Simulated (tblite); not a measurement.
# C6H13N: the cost of one run

Programs: tblite 0.8.0 and PySCF 2.14.0, with routines of our own; each step states its level. All values are computed. Atoms count from 0.

### 1 The system as given

20 atoms, charge 0, multiplicity 1; geometry from: force field or distance geometry start.

### 2 Optimising the geometry with GFN2-xTB, one coordinate held

The job: settings as JSON, then the geometry in Å.

```
{"job": {"kind": "relax", "xc": "GFN2-xTB", "basis": "xTB"}, "charge": 0, "multiplicity": 1}
C      0.442000     1.840500    -0.736700
C      0.243500     0.550600    -0.440800
C      1.455700    -0.387800    -0.580000
C      2.141100    -0.638500     0.738200
N     -0.979600     0.012700     0.005700
C     -2.126200     0.859300     0.351500
C     -1.252600    -1.421200     0.010300
H      0.273100     2.222900    -1.736300
H      0.752500     2.570700     0.000100
H      2.176000     0.049500    -1.270600
H      1.147100    -1.333600    -1.047000
H      1.466100    -1.118000     1.473500
H      2.511100     0.286600     1.195200
H      3.000300    -1.315200     0.596000
H     -2.869300     0.324000     0.946700
H     -2.613700     1.234300    -0.538900
H     -1.804500     1.714400     0.970800
H     -2.290900    -1.652400     0.290600
H     -1.092600    -1.852000    -0.974000
H     -0.604100    -1.933400     0.742000
```

On the command line:

```sh
$ OMP_NUM_THREADS=1 python excited_run.py task.json out
```

One launch serves the whole session: the jobs run in the order shown.

**Question.** How long does this first job take on 1 thread of Arm Neoverse V2, shared host, and how much memory does it need?

About 2.2 s, with a peak of 0.18 GiB.
